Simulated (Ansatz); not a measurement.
# C2H3BrSi: basis-set convergence

The task here is to estimate one member of a computed series from the others.

Program: Ansatz 0.2.0, Gaussian basis. Level of theory: one geometry, several basis sets. These are calculated values, not measurements.

Levels to be run: PBE0-D4/def2-SVP; ωB97M-V/def2-SVP; PBE0-D4/def2-QZVPP; ωB97M-V/def2-QZVPP; the functionals' def2-TZVPP values are taken from earlier runs.

### Structure used throughout

An earlier PBE0-D4 in a triple-zeta def2 set relaxation fixed the geometry.

SMILES `BrC1=C[SiH2]1`, 7 atoms, charge 0, spin multiplicity 1.

Atoms are counted from 1 here; the program's logs count them from 0.

Bond lengths: Br1–C2 1.863 Å, C2–C3 1.325 Å, C2–Si4 1.804 Å, C3–Si4 1.821 Å, C3–H5 1.082 Å, Si4–H6 1.482 Å, Si4–H7 1.482 Å. Angles: Br1–C2–C3 135.4°, Br1–C2–Si4 155.3°, C3–C2–Si4 69.3°, C2–C3–Si4 67.9°, C2–C3–H5 137.4°, Si4–C3–H5 154.8°, C2–Si4–C3 42.9°, C2–Si4–H6 121.5°, C2–Si4–H7 121.5°, C3–Si4–H6 121.5°, C3–Si4–H7 121.5°, H6–Si4–H7 111.7°.

Set-up of the first run:

Input file in.yaml:

```yaml
crystal:
  periodic: [false, false, false]
  atoms:
    - {symbol: Br, position_ang: [-1.413758, -2.317015, 0.409560]}
    - {symbol: C, position_ang: [-0.407043, -0.770946, 0.148828]}
    - {symbol: C, position_ang: [0.833746, -0.395184, 0.421907]}
    - {symbol: Si, position_ang: [-0.114072, 0.919235, -0.408971]}
    - {symbol: H, position_ang: [1.711691, -0.824996, 0.885447]}
    - {symbol: H, position_ang: [-0.642801, 2.083960, 0.338669]}
    - {symbol: H, position_ang: [0.093438, 1.236945, -1.841139]}
basis:
  gaussian: {orbitals: def2-SVP}
hamiltonian: {xc: pbe0, dispersion: d4}
output: {orbitals: {seedname: orbitals}}
```

Command:

```sh
$ ansatz run in.yaml --threads 2 --pin off --events-out ev --progress --plain --max-ram 4352MiB
```

Among the steps run: PBE0-D4 in def2-SVP; ωB97M-V in def2-SVP; PBE0-D4 in def2-QZVPP; ωB97M-V in def2-QZVPP.

One of the session's tables, all rows but one given; the rest of the session is left out.

```
functional       basis  HOMO (eV)
   PBE0-D4    def2-SVP      -7.58
   PBE0-D4  def2-TZVPP      -7.64
   PBE0-D4  def2-QZVPP          ?
   ωB97M-V    def2-SVP      -9.68
   ωB97M-V  def2-TZVPP      -9.75
   ωB97M-V  def2-QZVPP      -9.76
```

**Question.** Estimate the row for PBE0-D4, def2-QZVPP.

As computed: HOMO (eV): -7.65. In the column «HOMO (eV)» it lies between ωB97M-V, def2-SVP (-9.68) and PBE0-D4, def2-TZVPP (-7.64).
